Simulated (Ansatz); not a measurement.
From input file to script: C₄H₈GeSi, SMILES C=C[SiH2]C#[C][GeH3] in Ansatz 0.2.0.

```yaml
crystal:
  periodic: [false, false, false]
  atoms:
    - { symbol: C, position_ang: [2.6968, 0.4346, 0.3064] }
    - { symbol: C, position_ang: [2.2961, -0.8005, 0.0036] }
    - { symbol: Si, position_ang: [0.7275, -1.4913, 0.692] }
    - { symbol: C, position_ang: [-0.6729, -0.4691, 0.1542] }
    - { symbol: C, position_ang: [-1.6005, 0.2116, -0.2033] }
    - { symbol: Ge, position_ang: [-3.057, 1.2824, -0.7653] }
    - { symbol: H, position_ang: [3.622, 0.8212, -0.108] }
    - { symbol: H, position_ang: [2.1106, 1.0683, 0.9652] }
    - { symbol: H, position_ang: [2.8972, -1.4176, -0.6562] }
    - { symbol: H, position_ang: [0.5433, -2.8664, 0.2054] }
    - { symbol: H, position_ang: [0.7963, -1.4945, 2.1607] }
    - { symbol: H, position_ang: [-4.239, 1.1032, 0.2212] }
    - { symbol: H, position_ang: [-2.623, 2.7702, -0.7894] }
    - { symbol: H, position_ang: [-3.4974, 0.848, -2.1865] }
basis:
  gaussian: { orbitals: def2-SVPD }
hamiltonian:
  xc: { name: B2GP-PLYP }
scf:
  lower_state_search: standard
```

The program run on that file:
```console
$ ansatz run input.yaml --threads 1 --pin off --max-ram 4096MiB --backend cpu --events-out ev --progress --plain --runs-dir out
Engine: ansatz 0.2.0, x86_64-unknown-linux-gnu
Functional definition: B2GP-PLYP
  parameter a = 0.65
  parameter c = 0.36
  exchange = (1 - a)*b88_x + a*exact_x
  correlation = (1 - c)*lyp_c + c*(mp2_os + mp2_ss)
2044 factors; integrals over basis functions are off by at most 1.1e-3 eV
mean field evaluation 1: about -68620.7478 eV, gradient 3.9e1 eV
mean field evaluation 2: about -68621.0123 eV, gradient 3.9e1 eV
mean field evaluation 4: about -68624.9797 eV, gradient 2.9e0 eV
mean field evaluation 8: about -68625.0095 eV, gradient 4.4e-1 eV
mean field evaluation 16: about -68625.0100 eV, gradient 4.2e-4 eV
mean field -68625.01001515 eV, -2521.9226023543 hartree, gradient 2.9e-6 eV, S^2 0.000000; 0 other end points of the search recorded, 0 dependent functions left out
18 core orbitals not correlated: weight in the atoms' cores, before any rotation towards them, 1.000 or more for the frozen orbitals, at most 0.000 for the correlated occupied ones
reference -68625.01019058 eV, -2521.9226088012 hartree; 21, 21 occupied and 167, 167 virtual orbitals, 2044 factors
second order -27.83439168 eV of doubles, -0.00000000 eV of singles
Total energy: -68635.03057158 eV, -2522.2908510111 hartree
```

Script `c4h8gesi.py`:
```python
"""Single point of C4H8GeSi."""

import ansatz as az

BASIS = "def2-SVPD"

mol = (
    az.Crystal.molecule()
    .atom("C", (2.6968, 0.4346, 0.3064))
    .atom("C", (2.2961, -0.8005, 0.0036))
    .atom("Si", (0.7275, -1.4913, 0.692))
    .atom("C", (-0.6729, -0.4691, 0.1542))
    .atom("C", (-1.6005, 0.2116, -0.2033))
    .atom("Ge", (-3.057, 1.2824, -0.7653))
    .atom("H", (3.622, 0.8212, -0.108))
    .atom("H", (2.1106, 1.0683, 0.9652))
    .atom("H", (2.8972, -1.4176, -0.6562))
    .atom("H", (0.5433, -2.8664, 0.2054))
    .atom("H", (0.7963, -1.4945, 2.1607))
    .atom("H", (-4.239, 1.1032, 0.2212))
    .atom("H", (-2.623, 2.7702, -0.7894))
    .atom("H", (-3.4974, 0.848, -2.1865))
)

setup = (
    mol.calculation()
    .basis(gaussian=BASIS)
    .functional(az.LibraryFunctional("B2GP-PLYP"))
    .scf(lower_state_search="standard")
)
outcome = setup.run(threads=1)
r = outcome.report

print(f"E = {r['free_energy_ev']:.6f} eV = {r['free_energy_ev'] / 27.211386246:.7f} Ha")
print("converged:", r["converged"], " doubts:", r["published_state_doubts"] or "none")
```

`python c4h8gesi.py` gives:
```text
E = -68635.030572 eV = -2522.2908510 Ha
converged: True  doubts: none
```

Reading the output:
- These settings explore the input space; basis and method may be short of convergence.
- The geometry is a force-field or estimated start, not a minimum of this method, and the basis set is short of its limit.
- For a double hybrid the total adds scaled second-order correlation to the self-consistent reference.
- Finished in 33 s on 1 thread of Intel(R) Xeon(R) Platinum 8259CL CPU @ 2.50GHz (Skylake/Cascade Lake), on a shared host, peak memory 0.71 GiB.

(A comment or docstring line of the script was reworded after the run, the code is as it ran; lines on the test bed's own set-up are left out of the output.)
